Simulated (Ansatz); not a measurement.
# Ni (fcc type): how the settings move a single-point run

Aim: see which settings change the result for Ni (fcc type), by how much, and at what cost.

Method: reference: DFT, LDA, all-electron LAPW, scalar-relativistic, in Ansatz 0.2.0.

### Step 1. The starting structure

The structure is cubic, space group Fm-3m (No. 225). The conventional cell has a = 3.425 Å, b = 3.425 Å, c = 3.425 Å, α = 90.00°, β = 90.00°, γ = 90.00°. Ni (site symmetry m-3m) is surrounded by 12 Ni at 2.42 Å.

Coordinates:

```cif
data_structure
_symmetry_space_group_name_H-M 'Fm-3m'
_symmetry_Int_Tables_number 225
_cell_length_a 3.4250
_cell_length_b 3.4250
_cell_length_c 3.4250
_cell_angle_alpha 90.000
_cell_angle_beta 90.000
_cell_angle_gamma 90.000
_cell_volume 40.18
loop_
_atom_site_label
_atom_site_type_symbol
_atom_site_symmetry_multiplicity
_atom_site_Wyckoff_symbol
_atom_site_fract_x
_atom_site_fract_y
_atom_site_fract_z
_atom_site_occupancy
Ni1 Ni 4 a 0.00000 0.00000 0.00000 1
```

### Step 2. Baseline

Contents of input.yaml:

```yaml
crystal:
  lattice:
    - [0.0, 1.7124962518, -1.7124962518]
    - [-1.7124962518, 0.0, 1.7124962518]
    - [3.4249925035, 3.4249925035, 3.4249925035]
  atoms:
    - { symbol: Ni, position: [0.0, 0.0, 0.0], spin: 1.0 }
    - { symbol: Ni, position: [0.333333333, 0.666666667, 0.333333333], spin: 1.0 }
    - { symbol: Ni, position: [0.666666667, 0.333333333, 0.666666667], spin: 1.0 }
magnetization:
  spin_polarized: true
kpoints:
  mp_grid: { grid: [15, 15, 6] }
scf:
  occupations: { method: fermi_dirac, width: 0.1 }
hamiltonian:
  xc: lda
  pseudopotentials: { kind: all_electron, lapw: { basis_error: 0.001 } }
output:
  forces: true
  stress: true
  eigenvalues: true
```

Started as:

```
> ansatz run input.yaml --threads 3 --pin off --max-ram 9216MiB --backend cpu --events-out ev --progress --plain --runs-dir out
```

### Step 3. Variant: occupations.method methfessel_paxton, occupations.width 0.005, dispersion d3bjatm

input.yaml, as its differences from that of step 2:

```diff
@@ -14,3 +14,3 @@
 scf:
-  occupations: { method: fermi_dirac, width: 0.1 }
+  occupations: { method: methfessel_paxton, width: 0.005 }
 hamiltonian:
@@ -18,2 +18,3 @@
   pseudopotentials: { kind: all_electron, lapw: { basis_error: 0.001 } }
+  dispersion: d3bjatm
 output:
```

**Question.** What will these runs give? Wanted: for each run, ending; energy change; pressure; abs. moment; force.

As calculated:

```
                                                                                 run     ending                                           energy change  pressure (GPa)  abs. moment (μB)  force (eV/Å)  cycles  time
                                                                           reference  converged                                                       0             0.0              1.92          0.00       8  42 s
1: occupations.method methfessel_paxton, occupations.width 0.005, dispersion d3bjatm  converged  -443.0 meV/atom (σ→0) (offset of the dispersion model)            -6.7              2.04          0.00      10  53 s
```

Residual by cycle in the longest SCF loop of each run; runs are numbered as in the table. The quantity is the density residual dr2, in eV.

```
cycle  reference    run 1
    1    0.00707  0.00676
    2    0.00466  0.00446
    3     2.2e-4   2.0e-4
    4     2.1e-4   2.5e-4
    5     1.0e-4   1.5e-4
    6     9.0e-6   4.8e-6
    7     3.9e-7   1.4e-6
    8     2.0e-8   9.5e-7
    9          -   1.9e-7
   10          -   2.4e-9
```

What this shows: The energy moves by -443.0 meV/atom, nearly all of it the dispersion term itself (-443.3 meV/atom); that offset belongs to the model and is no gain or loss of stability; the pressure goes from 0.0 to -6.7 GPa and the absolute moment goes from 1.92 to 2.04 μB. The damping parameters are borrowed, as the log notes.
